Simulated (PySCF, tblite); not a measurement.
# C6H7BS: geometry, infrared bands and NMR shifts

Wanted: the infrared bands and NMR shifts of C6H7BS (`B1\C=C/C=C\C=C/S1`), by calculation.

Computed with tblite 0.8.0 and PySCF 2.14.0, with density-fitted response routines of our own, on a single molecule in the gas phase. Atoms count from 0, in the outputs and in this text.

### 1 Starting geometry

15 atoms, charge 0, multiplicity 1; geometry from: force field or distance geometry start.

Bonds of the start (Å): B0–C1 1.56, C1–C2 1.34, C2–C3 1.49, C3–C4 1.34, C4–C5 1.47, C5–C6 1.34, C6–S7 1.79, S7–B0 1.88, B0–H8 1.18, C1–H9 1.09, C2–H10 1.07, C3–H11 1.09, C4–H12 1.08, C5–H13 1.08, C6–H14 1.09.

### 2 Geometry optimisation with GFN2-xTB

The job: settings as JSON, then the geometry in Å.

```
{"job": {"kind": "relax", "xc": "GFN2-xTB", "basis": "xTB"}, "charge": 0, "multiplicity": 1}
B      1.245300     1.505600    -0.318800
C      1.702900     0.189300     0.382900
C      1.207300    -1.056500     0.293200
C      0.062300    -1.498200    -0.553600
C     -1.209500    -1.099200    -0.413300
C     -1.647200     0.057900     0.376300
C     -1.333900     1.309900     0.022800
S     -0.289500     1.639400    -1.391800
H      1.767000     2.514000     0.002100
H      2.568500     0.307100     1.036800
H      1.733800    -1.843300     0.799100
H      0.229100    -2.405300    -1.126600
H     -1.984600    -1.656500    -0.924200
H     -2.332400    -0.104200     1.190300
H     -1.723400     2.147900     0.603100
```

Command:

```bash
> OMP_NUM_THREADS=1 python probes_run.py task.json out
```

One launch serves the whole session: the jobs run in the order shown.

**Question.** This job is followed by: GFN2-xTB harmonic vibrations, gas phase; GIAO PBE0/pcSseg-1 NMR shielding, non-relativistic, gas phase. What will the session give for the following? strongest single infrared mode (GFN2-xTB); zero-point energy (GFN2-xTB); 13C shifts against TMS (PBE0/pcSseg-1); 1H shifts against TMS (PBE0/pcSseg-1); 11B shifts against BF3·OEt2 (PBE0/pcSseg-1); 33S shifts against CS2 (PBE0/pcSseg-1); surface potential, 1st and 99th percentile.

The runs gave:

| quantity | value |
| --- | --- |
| strongest single infrared mode (GFN2-xTB) | 2629 cm⁻¹, 114 km/mol |
| zero-point energy (GFN2-xTB) | 68.7 kcal/mol |
| 13C shifts against TMS (PBE0/pcSseg-1) | 149.1, 146.6, 144.5, 144.0, 135.4, 135.1 ppm |
| 1H shifts against TMS (PBE0/pcSseg-1) | 6.98, 6.89, 6.74, 6.50, 6.36, 6.35, 6.08 ppm |
| 11B shifts against BF3·OEt2 (PBE0/pcSseg-1) | 64.1 ppm |
| 33S shifts against CS2 (PBE0/pcSseg-1) | 165 ppm |
| surface potential, 1st and 99th percentile | -0.69 V and 0.94 V |

Over 78 steps the energy fell by 0.585 eV; of the close pairs, B0–S7 changed most, 1.877 to 1.758 Å. No mode is imaginary among the 39: a minimum at this level. The strongest single mode, at 2629 cm⁻¹, moves mainly H8. GFN2-xTB is a fitted tight-binding method: band positions and strengths are rough. Its intensities can rank the bands wrongly. At PBE0/pcSseg-1: The widest tensor belongs to S7: span 406 ppm, with a paramagnetic part of -718 ppm. By nearest atom (PBE0/pcSseg-1), the HOMO sits on S7 15 %; 4 C atoms about 12 % each and the LUMO on B0 31 %; C2 14 %.
